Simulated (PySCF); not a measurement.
# ReF2: structure of the doublet

Where does doublet ReF2 go from a linear start, is the end point a minimum, and what are its modes, charges and moments?

Method: PBE0, basis Re def2-TZVP with ECP60, F def2-TZVP, scalar-relativistic core potentials, no spin–orbit coupling, density fitting; program: PySCF 2.14.0.

**1. The system as given**

3 atoms, charge 0, spin multiplicity 2.

Bond lengths: Re1–F2 1.950 Å, Re1–F3 1.950 Å. Angles: F2–Re1–F3 180.0°.

```xyz
3
charge 0 multiplicity 2
Re    0.0000    0.0000    0.0000
F     0.0000    0.0000    1.9500
F     0.0000    0.0000   -1.9500
```

**2. Linear start, doublet: relaxation**

One driver script runs all steps and calls PySCF; scf.py shows how it sets up the SCF of each step. The optimiser is the driver's own. Before each start the driver seeks the lowest SCF state from one or more starting densities and follows internal instabilities, so scf.py alone need not reach the same state.

The program finds D∞h symmetry in the start, which this walk keeps. Threshold on the gradient: 0.0003 Eh/bohr, with a further test on the energy change.

scf.py

```python
from pyscf import gto, scf, dft
mol = gto.M(atom='''
Re     0.000000     0.000000     0.000000
F      0.000000     0.000000     1.950000
F      0.000000     0.000000    -1.950000''',
    basis={'Re': 'def2-TZVP', 'F': 'def2-TZVP'},
    ecp={'Re': 'def2-TZVP'},
    charge=0, spin=1)
mf = dft.UKS(mol, xc='PBE0')
mf.grids.atom_grid = (50, 194)
aux = {'Re': 'def2-universal-JKFIT', 'F': 'def2-universal-JKFIT'}
mf = mf.density_fit(auxbasis=aux)
mf.kernel()
```

The runs that follow: Hessian and properties.

What does the calculation give? Wanted: minimum; geometry; wavenumbers; dipole moment; highest occupied, lowest empty level; polar-tensor charge of Re1; zero-point energy; atomisation energy; ⟨S²⟩.

The runs gave:

| quantity | value |
| --- | --- |
| minimum | broken-symmetry (Ms = 1/2), D∞h |
| geometry | Re–F 1.820 Å (×2); F–Re–F 180.0° |
| wavenumbers (cm⁻¹) | 100, 123, 643, 734 |
| dipole moment | 0.00 D |
| highest occupied, lowest empty level (either spin) | -6.89, -3.55 eV |
| polar-tensor charge of Re1 | +1.04 e |
| zero-point energy | 9.6 kJ/mol |
| entropy at 298.15 K | 275.7 J/(mol K) |
| atomisation energy (no zero-point energy) | 846 kJ/mol |
| ⟨S²⟩ | 1.706 |

In words: The linear start keeps its D∞h symmetry and ends in a minimum. The determinant is spin-contaminated (⟨S²⟩ = 1.71 against 0.75), so it is no pure spin state. The strongest infrared band lies at 734 cm⁻¹ (stretch). The dipole vanishes although Re1 carries +1.0 e by the polar tensor: the bond dipoles cancel. Other starts or spin states, not run here, may lie lower. The SCF density has lower symmetry than the nuclear frame. One determinant may miss the lowest occupation of an open d or f shell. With an element this heavy the missing spin–orbit coupling can shift these numbers.
